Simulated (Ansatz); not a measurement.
# ZnNi3N: from the listed structure to its properties

One table from this session's results is given with a row withheld; the runs are named, their logs left out.

Computed with Ansatz 0.2.0 (DFT r2SCAN, scalar-relativistic, plane waves, PAW, unless a step's input says otherwise).

### The system as given

It takes space group Pm-3m (No. 221, cubic). The conventional cell has a = 3.727 Å, b = 3.727 Å, c = 3.727 Å, α = 90.00°, β = 90.00°, γ = 90.00°. Around Zn (site symmetry m-3m) lie 12 Ni at 2.64 Å. Ni (site symmetry 4/mmm) has 2 N at 1.86 Å as nearest neighbours. Around N (site symmetry m-3m) lie 6 Ni at 1.86 Å.

As a file:

```cif
data_structure
_symmetry_space_group_name_H-M 'P 1'
_symmetry_Int_Tables_number 1
_cell_length_a 3.7270
_cell_length_b 3.7270
_cell_length_c 3.7270
_cell_angle_alpha 90.000
_cell_angle_beta 90.000
_cell_angle_gamma 90.000
_cell_volume 51.77
loop_
_atom_site_label
_atom_site_type_symbol
_atom_site_fract_x
_atom_site_fract_y
_atom_site_fract_z
_atom_site_occupancy
Zn1 Zn 0.00000 0.00000 0.00000 1
Ni1 Ni 0.00000 0.50000 0.50000 1
Ni2 Ni 0.50000 0.50000 0.00000 1
Ni3 Ni 0.50000 0.00000 0.50000 1
N1 N 0.50000 0.50000 0.50000 1
```

Source of the structure: the Materials Project (structure only).

Set-up of the first run:

(A quick probe on a coarse mesh, which set the mesh and smearing, is not shown.)

Contents of input.yaml:

```yaml
crystal:
  lattice:
    - [3.72701343, 0.0, 0.0]
    - [0.0, 3.72701343, 0.0]
    - [0.0, 0.0, 3.72701343]
  atoms:
    - { symbol: Zn, position: [0.0, 0.0, 0.0] }
    - { symbol: Ni, position: [0.0, 0.5, 0.5] }
    - { symbol: Ni, position: [0.5, 0.5, 0.0] }
    - { symbol: Ni, position: [0.5, 0.0, 0.5] }
    - { symbol: "N", position: [0.5, 0.5, 0.5] }
basis:
  ecutwfc: 500
kpoints:
  mp_grid: { grid: [10, 10, 10] }
hamiltonian:
  xc: r2scan
scf:
  occupations: { method: gaussian, width: 0.1 }
output:
  forces: true
  stress: true
  eigenvalues: true
relax:
  adjacent_minimum: "off"
  f_tol: 0.005
  max_steps: 80
  cell: { stress_tol: 0.05 }
```

Steps of the session up to this table: Relaxing cell and atoms; Electronic structure at the relaxed geometry; Point at V/V0 = 0.97; Point at V/V0 = 1.03; The cell scaled to 0.94 of its volume; The cell scaled to 1.06 of its volume.

One of the session's tables, all rows but one given; the rest of the session is left out.

It belongs to the step «Energy against volume». 

```
volume (Å³/atom)  energy above the lowest point (meV/atom)  pressure (GPa)
           9.711                                      28.0           15.43
          10.021                                       6.6            7.05
          10.331                                       0.0           -0.01
          10.641                                         ?               ?
          10.951                                      22.6          -10.96
```

**Question.** Estimate the row for volume (Å³/atom) = 10.641.

Worked estimate for «energy above the lowest point (meV/atom)». A straight line through the neighbours (10.331, 0.0) and (10.951, 22.6) gives 0.0 + (22.6 − 0.0) × (10.641 − 10.331) / (10.951 − 10.331) = 11.3; a parabola fitted to 3 rows on both sides gives 5.3.

The run gave: energy above the lowest point (meV/atom): 6.0; pressure (GPa): -5.95. In «energy above the lowest point (meV/atom)» the line misses by +5.3 and the parabola by -0.7.

Caveats from the session: Warnings in the runs' records: seeded moment not kept, stability check not made.
